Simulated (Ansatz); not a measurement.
# KIr4: the cost of one run

Method: DFT PBE, scalar-relativistic, plane waves, PAW, unless a step names another level, in Ansatz 0.2.0.

1 further run of the same task is left out (it didn't finish).

### 1 The system as given

Symmetry: Immm, No. 71, orthorhombic system. Conventional cell: a = 2.712 Å, b = 8.088 Å, c = 8.287 Å, α = 90.00°, β = 90.00°, γ = 90.00°. K (site symmetry mmm) is surrounded by 2 K at 2.71 Å. Ir (site symmetry m) is surrounded by 6 Ir at 2.51 to 2.71 Å.

Structure file:

```cif
data_structure
_symmetry_space_group_name_H-M 'P 1'
_symmetry_Int_Tables_number 1
_cell_length_a 5.9465
_cell_length_b 5.9465
_cell_length_c 5.9465
_cell_angle_alpha 153.634
_cell_angle_beta 94.302
_cell_angle_gamma 91.662
_cell_volume 90.90
loop_
_atom_site_label
_atom_site_type_symbol
_atom_site_fract_x
_atom_site_fract_y
_atom_site_fract_z
_atom_site_occupancy
K1 K 0.00000 0.00000 0.00000 1
Ir1 Ir 0.80673 0.65175 0.15497 1
Ir2 Ir 0.50322 0.34825 0.15497 1
Ir3 Ir 0.19327 0.34825 0.84503 1
Ir4 Ir 0.49678 0.65175 0.84503 1
```

It came out lowest among 23 distinct ends of the trial cells. At a tolerance of 0.05 Å it has space group Immm (No. 71).

### 2 A stricter relaxation, on the response runs' mesh and smearing

File input.yaml:

```yaml
crystal:
  lattice:
    - [-1.3561710373, 4.0440440301, 4.1433912877]
    - [1.3561710373, -4.0440440301, 4.1433912877]
    - [1.3561710373, 4.0440440301, -4.1433912877]
  atoms:
    - { symbol: K, position: [0.0, 0.0, 0.0] }
    - { symbol: Ir, position: [0.8067253418, 0.6517535104, 0.1549718314] }
    - { symbol: Ir, position: [0.5032183209, 0.3482464896, 0.1549718314] }
    - { symbol: Ir, position: [0.1932746582, 0.3482464896, 0.8450281686] }
    - { symbol: Ir, position: [0.4967816791, 0.6517535104, 0.8450281686] }
basis:
  ecutwfc: 420
kpoints:
  mp_grid: { grid: [12, 12, 12] }
hamiltonian:
  xc: pbe
scf:
  occupations: { method: gaussian, width: 0.1 }
output:
  forces: true
  stress: true
  eigenvalues: true
relax:
  adjacent_minimum: "off"
  f_tol: 0.001
  max_steps: 60
  cell: { stress_tol: 0.01 }
```

Run with:

```console
$ ansatz run input.yaml --threads 3 --pin off --max-ram 7680MiB --backend cpu --events-out ev --progress --plain --runs-dir out
```

**Question.** How long does this run take on 3 threads of Arm Neoverse V1, shared host, and how much memory does it need?

About 99 s, with a peak of 1 GiB.
